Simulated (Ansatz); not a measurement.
# HS (SMILES [SH]): UMP2/def2-TZVPPD

Aim: the electronic atomisation energy of HS at UMP2/def2-TZVPPD, from 3 runs. 

The calculation is run with Ansatz 0.2.0.

10 further runs of the same task are left out: 10 set aside as unsound or not needed.

## 1. The molecule

HS has 2 atoms, charge 0, and is taken as a doublet. As SMILES, `[SH]`. Geometry: relaxed at GFN2-xTB.

Bond lengths: S1–H2 1.330 Å.

## 2. The energy at UMP2/def2-TZVPPD

The input, in.yaml:

```yaml
crystal:
  periodic: [false, false, false]
  atoms:
    - symbol: S
      position_ang: [0.568010, -0.185670, 0.292090]
    - symbol: H
      position_ang: [-0.568010, 0.185670, -0.292090]
basis:
  gaussian:
    orbitals: def2-TZVPPD.json
magnetization:
  spin_polarized: true
  initial_magnetization: 1
correlation:
  method: mp2
  frozen_orbitals: {H: 0, S: 5}
accuracy: high
```

The basis set def2-TZVPPD is read from a file made from the Basis Set Exchange's data (not shown).

Launch:

```sh
$ ansatz run in.yaml --threads 1 --pin off --max-ram 2610MiB --events-out events.jsonl --progress --plain --runs-dir runs
```

What it wrote:

```text
Warning: RAYON_NUM_THREADS=1 ignored (pool sized by the plan → 1); use --threads N
Functional definition: HF
  name "HF"
  exchange = exact_x
  correlation = 0
849 factors; integrals over basis functions are off by at most 3.5e-9 eV
mean field evaluation 1: about -10832.4207 eV, gradient 6.8e0 eV
mean field evaluation 2: about -10832.4213 eV, gradient 6.8e0 eV
mean field evaluation 4: about -10832.8317 eV, gradient 9.7e-1 eV
mean field evaluation 8: about -10832.8426 eV, gradient 2.1e-3 eV
mean field evaluation 16: about -10832.8287 eV, gradient 1.4e0 eV
mean field -10832.84255781 eV, -398.0996212349 hartree, gradient 9.7e-9 eV, S^2 0.764211; 2 other end points of the search recorded, 0 dependent functions left out
5 core orbitals not correlated: weight in the atoms' cores, before any rotation towards them, 1.000 or more for the frozen orbitals, at most 0.000 for the correlated occupied ones
reference -10832.84255781 eV, -398.0996212349 hartree; 4, 3 occupied and 59, 60 virtual orbitals, 849 factors
second order -4.14762357 eV of doubles, -0.00000000 eV of singles
Total energy: -10836.99018138 eV, -398.2520435898 hartree
```

Run time: 0.84 s. Hardware: 1 thread of Intel Xeon Platinum 8375C at 2.90GHz (Ice Lake), shared host; peak memory 0.13 GiB.

## 3. The H atom: a single-point energy at UHF/def2-TZVPPD

The input, in.yaml:

```yaml
basis:
  gaussian:
    orbitals: def2-TZVPPD.json
crystal:
  periodic: [false, false, false]
  atoms:
    - {symbol: H, position_ang: [0.000000, 0.000000, 0.000000]}
magnetization:
  spin_polarized: true
  initial_magnetization: 1
hamiltonian:
  xc: hf
accuracy: high
```

The basis set def2-TZVPPD is read from a file made from the Basis Set Exchange's data (not shown).

Run the same way, it converges to -0.49981 Eh (log not shown).

## 4. The S atom

The input, input.yaml:

```yaml
crystal:
  periodic: [false, false, false]
  atoms:
    - symbol: S
      position_ang: [0.000000, 0.000000, 0.000000]
basis:
  gaussian:
    orbitals: def2-TZVPPD.json
magnetization:
  spin_polarized: true
  initial_magnetization: 2
correlation:
  method: mp2
  frozen_orbitals: {S: 5}
accuracy: high
```

The basis set def2-TZVPPD is read from a file made from the Basis Set Exchange's data (not shown).

Launch:

```sh
$ ansatz run input.yaml --threads 1 --pin off --max-ram 2610MiB --events-out events.jsonl --progress --plain --runs-dir runs
```

What it wrote (excerpt; [...] marks lines left out):

```text
Warning: RAYON_NUM_THREADS=1 ignored (pool sized by the plan → 1); use --threads N
[... 2 set-up lines as earlier in the session ...]
[...]
487 factors; integrals over basis functions are off by at most 2.5e-9 eV
[...]
mean field -10816.59005065 eV, -397.5023526134 hartree, gradient 2.6e-8 eV, S^2 2.012650; 3 other end points of the search recorded, 0 dependent functions left out
5 core orbitals not correlated: weight in the atoms' cores, before any rotation towards them, 1.000 or more for the frozen orbitals, at most 0.000 for the correlated occupied ones
reference -10816.59005065 eV, -397.5023526134 hartree; 4, 2 occupied and 42, 44 virtual orbitals, 487 factors
second order -3.18911006 eV of doubles, -0.00000000 eV of singles
Total energy: -10819.77916071 eV, -397.6195502465 hartree
```

Run time: 0.5 s. Hardware: 1 thread of Intel Xeon Platinum 8375C at 2.90GHz (Ice Lake), shared host.

## 5. Summary of results

At UMP2/def2-TZVPPD, 5 core orbitals frozen:

| quantity | value |
| --- | --- |
| molecule: total energy | -398.25204 Eh |
| molecule: correlation energy (5 core orbitals frozen) | -152.4 mEh |
| molecule: ⟨S²⟩ of the reference determinant | 0.764 |
| H atom: total energy | -0.49981 Eh |
| H atom: ⟨S²⟩ | 0.750 |
| S atom: total energy | -397.61955 Eh |
| S atom: correlation energy (5 core orbitals frozen) | -117.2 mEh |
| S atom: ⟨S²⟩ of the reference determinant | 2.013 |
| electronic atomisation energy | 3.611 eV |

Taking the molecule apart into free atoms costs 3.61 eV (83 kcal/mol), before zero-point energy and without spin-orbit coupling.
